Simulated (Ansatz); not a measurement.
# Tb3YPb: the cost of one run

Method: DFT PBE, scalar-relativistic, plane waves, PAW; 4f electrons in the core of a trivalent norm-conserving potential, unless a step names another level, in Ansatz 0.2.0.

7 further runs of the same task are left out: 3 that didn't finish, 4 set aside as unsound or not needed. Runs told in other sessions of the task aren't counted.

## Step 1: Plan

Pauling electronegativities: Tb 1.10, Y 1.22, Pb 2.33 (spread 1.23). No set of common oxidation states balances it. Tabulated atomic sizes suggest about 25 Å³/atom. 20 candidates were drawn, by swapping species into database cells of other compounds, at random by space group and Wyckoff sites, or by hand, as the table says:

```csv
name,made from,space group no.,Wyckoff sites,atoms (primitive cell),V (Å³/atom)
c01,random,166,Tb 9e; Y 3a; Pb 3b,5,32.7
c02,random,123,"Tb 4k, 2e; Y 2h; Pb 2g",10,32.0
c03,random,191,Tb 3g; Y 1a; Pb 1b,5,30.5
c04,random,191,Tb 3f; Y 1a; Pb 1b,5,29.8
c05,database cell of Mg3BiSb,156,"Tb 1a, 1b, 1c; Y 1b; Pb 1c",5,32.9
c06,random,189,Tb 3g; Y 1a; Pb 1b,5,31.2
c07,random,183,Tb 3c; Y 1a; Pb 1a,5,26.6
c08,database cell of LaMoN3,99,"Tb 2c, 1a; Y 1b; Pb 1a",5,23.6
c09,random,131,"Tb 4i, 2e; Y 2f; Pb 2c",10,26.6
c10,random,191,Tb 3g; Y 1b; Pb 1a,5,27.4
c11,database cell of CeBPt3,99,"Tb 1b, 2c; Y 1a; Pb 1b",5,25.0
c12,random,65,"Tb 4i, 2d; Y 2c; Pb 2a",5,27.0
c13,random,166,Tb 9d; Y 3b; Pb 3a,5,26.4
c14,random,160,Tb 9b; Y 3a; Pb 3a,5,31.8
c15,random,187,"Tb 1c, 1d, 1f; Y 1b; Pb 1a",5,30.7
c16,database cell of Cs3AuO,194,Tb 6h; Y 2a; Pb 2d,10,27.1
c17,random,123,"Tb 2h, 1b; Y 1c; Pb 1a",5,31.4
c18,database cell of CsSnI3,221,Tb 3c; Y 1a; Pb 1b,5,29.3
c19,random,221,Tb 3c; Y 1b; Pb 1a,5,26.2
c20,database cell of DyRu3C,221,Tb 3d; Y 1b; Pb 1a,5,23.9
```

## Step 2: Screening run of c04

input.yaml

```yaml
crystal:
  lattice:
    - [5.36014798, 0.0, 0.0]
    - [-2.68007399, 4.64202432, 0.0]
    - [0.0, 0.0, 5.98256999]
  atoms:
    - { symbol: Tb, position: [0.5, 0.0, 0.0] }
    - { symbol: Tb, position: [0.0, 0.5, 0.0] }
    - { symbol: Tb, position: [0.5, 0.5, 0.0] }
    - { symbol: "Y", position: [0.0, 0.0, 0.0] }
    - { symbol: Pb, position: [0.0, 0.0, 0.5] }
basis:
  ecutwfc: 690
kpoints:
  mp_grid: { grid: [4, 4, 3] }
hamiltonian:
  xc: pbe
  pseudopotentials:
    kind: paw
    azcp: { Tb: "pseudopotentials/pbe/nc/lanthanide_3plus/Tb.nc.azcp" }
scf:
  occupations: { method: gaussian, width: 0.2 }
  lower_state_search: "off"
output:
  forces: true
  stress: true
  eigenvalues: true
relax:
  adjacent_minimum: "off"
  f_tol: 0.08
  max_steps: 16
  cell: { stress_tol: 0.8 }
```

Command:

```console
$ ansatz run input.yaml --threads 1 --pin off --max-ram 2816MiB --backend cpu --events-out ev --progress --plain --runs-dir out
```

What time and memory should one allow on 1 thread of Arm Neoverse V2, shared host?

About 74 s, with a peak of 0.59 GiB.
